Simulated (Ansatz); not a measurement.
# Al: the cost of one run

Computed with Ansatz 0.2.0 (DFT PBEsol, scalar-relativistic, plane waves, PAW, unless a step's input says otherwise).

## 1. The starting structure

The structure is cubic, space group Im-3m (No. 229). The conventional cell has a = 3.182 Å, b = 3.182 Å, c = 3.182 Å, α = 90.00°, β = 90.00°, γ = 90.00°. Al (site symmetry m-3m) has 8 Al at 2.76 Å in its first shell of neighbours.

Structure file:

```cif
data_structure
_symmetry_space_group_name_H-M 'P 1'
_symmetry_Int_Tables_number 1
_cell_length_a 2.7561
_cell_length_b 2.7561
_cell_length_c 2.7561
_cell_angle_alpha 109.471
_cell_angle_beta 109.471
_cell_angle_gamma 109.471
_cell_volume 16.12
loop_
_atom_site_label
_atom_site_type_symbol
_atom_site_fract_x
_atom_site_fract_y
_atom_site_fract_z
_atom_site_occupancy
Al1 Al 0.00000 0.00000 0.00000 1
```

It goes back to an entry of the Materials Project, which need not be the stable form.

The cell is taken as given, not relaxed at this level.

## 2. The reference cell

The reference gives a free energy of -524.4488 eV, pressure 2.21 GPa, largest force 0.000 eV/Å and gap on the mesh none (metal). It was computed beforehand with the settings of the runs below.

## 3. The scan: a strain scan

The cell is strained by ε times the Voigt pattern (0, 0, 0, 1, 0, 0) (xx, yy, zz, yz, xz, xy; engineering shear), with fractional coordinates fixed (clamped ions). The stress on the pattern is the sum of the stress components weighted by it, tension positive.

## 4. ε = -0.0200

Input file input.yaml:

```yaml
crystal:
  lattice:
    - [-1.59121869, 1.5753065031, 1.5753065031]
    - [1.59121869, -1.6071308769, 1.6071308769]
    - [1.59121869, 1.6071308769, -1.6071308769]
  atoms:
    - { symbol: Al, position: [0.0, 0.0, 0.0] }
basis:
  ecutwfc: 420
kpoints:
  mp_grid: { grid: [20, 20, 20] }
hamiltonian:
  xc: pbesol
scf:
  occupations: { method: gaussian, width: 0.15 }
output:
  forces: true
  stress: true
  eigenvalues: true
```

On the command line:

```bash
> ansatz run input.yaml --threads 1 --pin off --max-ram 2560MiB --backend cpu --events-out ev --progress --plain --runs-dir out
```

Q: Estimate wall time and peak memory on 1 thread of Intel Xeon Platinum 8488C (Sapphire Rapids), shared host.

About 4.6 s, with a peak of 0.48 GiB.
